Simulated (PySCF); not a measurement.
Molecule: C3SH4, in a box.

```xyz
8
Lattice="13.0000 0.0000 0.0000 0.0000 13.0000 0.0000 0.0000 0.0000 11.0000" Properties=species:S:1:pos:R:3 pbc="T T T"
C     5.5894    7.6498    5.4875
C     5.7631    6.2236    5.9182
C     6.8781    5.5547    5.8154
S     8.2126    4.7669    5.6884
H     4.8134    7.7309    4.7215
H     5.2878    8.2751    6.3324
H     6.5157    8.0528    5.0786
H     4.9142    5.6956    6.3465
```

Program: PySCF 2.14.0. Alike in all runs: task atomic charges; potentials or basis def2-svp (all-electron); no spin polarisation; cell as given; k mesh 1 × 1 × 1; smearing fixed.

Q: Order these runs on this cell by their band gap on the k mesh, lowest first.
A. level PBE
B. level M06-2X; three-centre integrals read from an earlier run's file; exxdiv ewald
C. level TPSS; three-centre integrals read from an earlier run's file
D. level MN15-L; three-centre integrals read from an earlier run's file

A: A (2.27 eV), C (2.43 eV), D (2.98 eV), B (6.31 eV).

Caveats: this is a molecule in a periodic box at the Γ point, so its band gap is the HOMO-LUMO gap; the basis of atomic orbitals isn't converged, which shifts pressures, moduli and gaps.

